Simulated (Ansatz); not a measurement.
# H6SSiSn: the cost of one run

The runs use Ansatz 0.2.0, Gaussian basis; the settings change from run to run.

### 1 The relaxed structure

The geometry comes from an earlier relaxation with PBE0-D4 in a triple-zeta def2 set; it is a stationary point, not always the lowest conformer. Sn takes a core potential in def2 sets; no spin-orbit term is included.

SMILES `[SiH3][SnH2][SH]`, 9 atoms, charge 0, spin multiplicity 1.

Atoms are counted from 1 here; the program's logs count them from 0.

Bond lengths: Si1–Sn2 2.560 Å, Si1–H4 1.485 Å, Si1–H5 1.486 Å, Si1–H6 1.485 Å, Sn2–S3 2.414 Å, Sn2–H7 1.710 Å, Sn2–H8 1.710 Å, S3–H9 1.343 Å. Angles: Sn2–Si1–H4 109.5°, Sn2–Si1–H5 109.5°, Sn2–Si1–H6 109.6°, H4–Si1–H5 109.3°, H4–Si1–H6 109.6°, H5–Si1–H6 109.3°, Si1–Sn2–S3 105.4°, Si1–Sn2–H7 113.2°, Si1–Sn2–H8 113.2°, S3–Sn2–H7 108.2°, S3–Sn2–H8 108.2°, H7–Sn2–H8 108.4°, Sn2–S3–H9 94.2°.

Coordinates:

```xyz
9
charge 0, multiplicity 1
Si   -1.04693    0.99497   -0.93007
Sn    0.77002   -0.52716    0.03672
S     0.16169   -0.86370    2.34888
H    -2.37036    0.33444   -0.79732
H    -0.76723    1.25135   -2.36717
H    -1.05848    2.28464   -0.19394
H     2.33000    0.17266   -0.00821
H     0.84371   -2.05648   -0.72574
H     1.22588   -1.63711    2.61994
```

### 2 B2PLYP/ANO-RCC-VTZP

This run has charge +1, multiplicity 2.

The input, in.yaml:

```yaml
crystal:
  periodic: [false, false, false]
  atoms:
    - {symbol: Si, position_ang: [-1.046929, 0.994966, -0.930068]}
    - {symbol: Sn, position_ang: [0.770022, -0.527157, 0.036722]}
    - {symbol: S, position_ang: [0.161693, -0.863703, 2.348884]}
    - {symbol: H, position_ang: [-2.370363, 0.334442, -0.797318]}
    - {symbol: H, position_ang: [-0.767228, 1.251347, -2.367169]}
    - {symbol: H, position_ang: [-1.058480, 2.284640, -0.193936]}
    - {symbol: H, position_ang: [2.330002, 0.172655, -0.008214]}
    - {symbol: H, position_ang: [0.843706, -2.056482, -0.725745]}
    - {symbol: H, position_ang: [1.225877, -1.637111, 2.619944]}
basis:
  gaussian: {orbitals: ANO-RCC-VTZP}
total_charge: 1
magnetization: {spin_polarized: true, initial_magnetization: 1}
hamiltonian: {xc: {name: B2PLYP}}
output: {forces: true}
```

Started as:

```sh
$ ansatz run in.yaml --threads 2 --pin off --events-out ev --progress --plain --max-ram 4352MiB
```

**Question.** How long does this run take on 2 threads of AMD EPYC, shared host, and how much memory does it need?

About 2.7 min, with a peak of 1.2 GiB.
